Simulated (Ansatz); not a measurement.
# GePd: the cost of one run

Method: DFT r2SCAN, scalar-relativistic, plane waves, PAW, in Ansatz 0.2.0.

**1. The system as given**

It takes space group Pnma (No. 62, orthorhombic). The conventional cell has a = 5.782 Å, b = 3.481 Å, c = 6.259 Å, α = 90.00°, β = 90.00°, γ = 90.00°. Around Ge (site symmetry m) lie 5 Pd at 2.36 to 2.63 Å. Pd (site symmetry m) has 6 Ge at 2.36 to 2.77 Å and 2 Pd at 2.71 Å in its first shell of neighbours.

As a file:

```xyz
8
Lattice="5.7820 0.0000 0.0000 0.0000 3.4810 0.0000 0.0000 0.0000 6.2590" Properties=species:S:1:pos:R:3 pbc="T T T"
Ge    4.6834    2.6107    3.5989
Ge    1.0986    0.8702    2.6601
Ge    3.9896    0.8702    0.4694
Ge    1.7924    2.6107    5.7896
Pd    5.7531    2.6107    1.0390
Pd    0.0289    0.8702    5.2200
Pd    2.9199    0.8702    4.1685
Pd    2.8621    2.6107    2.0905
```

The structure comes from the Crystallography Open Database.

(A quick probe on a coarse mesh, which set the mesh and smearing, is not shown.)

**3. A loose first relaxation**

The input, input.yaml:

```yaml
crystal:
  lattice:
    - [5.782, 0.0, 0.0]
    - [0.0, 3.481, 0.0]
    - [0.0, 0.0, 6.259]
  atoms:
    - { symbol: Ge, position: [0.81, 0.75, 0.575] }
    - { symbol: Ge, position: [0.19, 0.25, 0.425] }
    - { symbol: Ge, position: [0.69, 0.25, 0.075] }
    - { symbol: Ge, position: [0.31, 0.75, 0.925] }
    - { symbol: Pd, position: [0.995, 0.75, 0.166] }
    - { symbol: Pd, position: [0.005, 0.25, 0.834] }
    - { symbol: Pd, position: [0.505, 0.25, 0.666] }
    - { symbol: Pd, position: [0.495, 0.75, 0.334] }
basis:
  ecutwfc: 500
kpoints:
  mp_grid: { grid: [4, 6, 4] }
hamiltonian:
  xc: r2scan
scf:
  occupations: { method: gaussian, width: 0.1 }
output:
  forces: true
  stress: true
  eigenvalues: true
relax:
  adjacent_minimum: "off"
  f_tol: 0.05
  max_steps: 80
  cell: { stress_tol: 0.5 }
```

Run with:

```bash
$ ansatz run input.yaml --threads 2 --pin off --max-ram 5120MiB --backend cpu --events-out ev --progress --plain --runs-dir out
```

Q: Estimate wall time and peak memory on 2 threads of Oxide Virtual Turin-like (Zen 5), shared host.

About 81 s, with a peak of 0.91 GiB.
